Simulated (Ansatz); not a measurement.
# BiS: relaxation of cell and atoms with PBEsol+D3(BJ)

The system is BiS.

```xyz
2
Lattice="4.0029 0.0000 0.0000 0.0000 4.0029 0.0000 0.0000 0.0000 4.0029" Properties=species:S:1:pos:R:3 pbc="T T T"
Bi    2.0015    2.0015    2.0015
S     0.0000    0.0000    0.0000
```

The cell was built by a generator and needn't be a form met in nature.

- Program: Ansatz 0.2.0
- Task: relaxation of cell and atoms
- Functional: PBEsol
- Dispersion: D3(BJ)
- Potentials or basis: Ansatz PAW
- Cutoff: 420 eV (not typed: the program's choice for these potentials)
- k mesh: 7 × 7 × 7
- Occupations: fermi-dirac, width 0.05 eV
- Spin: no spin polarisation

* Relaxed volume: 21.22 Å³/atom
* Relaxed cell: a = 3.488 Å, b = 3.488 Å, c = 3.488 Å, α = 90.00°, β = 90.00°, γ = 90.00°
* Space group after relaxing (to 0.05 Å): Pm-3m (No. 221)
* Energy gained by relaxing: 719.3 meV/atom
* Ionic steps: 7
* Pressure after relaxing: 0.0 GPa
* Band gap on the k mesh: none (metal or under the smearing width)

The path:
```
step  energy change (eV)  largest force (eV/Å)  volume (Å³)
   1              0.0000                0.0000        64.14
   2             -0.7974                0.0000        55.01
   3             -1.3305                0.0000        46.97
   4             -1.3977                0.0000        39.97
   5             -1.4403                0.0000        42.53
   6             -1.4404                0.0000        42.44
   7             -1.4387                0.0000        42.44
```

Final structure:
```
CELL_PARAMETERS angstrom
3.48820 0.00000 0.00000
0.00000 3.48820 0.00000
0.00000 0.00000 3.48820
ATOMIC_POSITIONS crystal
Bi 0.50000 0.50000 0.50000
S 0.00000 0.00000 0.00000
```

Levels at points of the mesh, in eV from the Fermi level:
```
           k point  band 7  band 8  band 9  band 10  band 11  band 12  band 13  band 14
(0.00, 0.00, 0.00)   -9.17   -3.57   -3.57    -3.57     3.37     3.37     4.84     4.84
```

Wall time 2.4 s on 2 threads of AMD EPYC 9R45 96-Core Processor (Zen 5), on a shared host, peak memory 0.4 GiB.

Caveat: the volume moved by over 15 % at a fixed basis, so the end points are rough; the plane-wave basis is chosen anew once the cell has moved, so the energies of steps on either side of that aren't comparable; spin-orbit coupling is left out, which moves the levels of the heavy elements; pairwise dispersion overbinds metals, which lowers pressure and volume; the PAW data sets come from PBE, with cores solved anew for the run's functional, which leaves a small shift of forces and pressure.
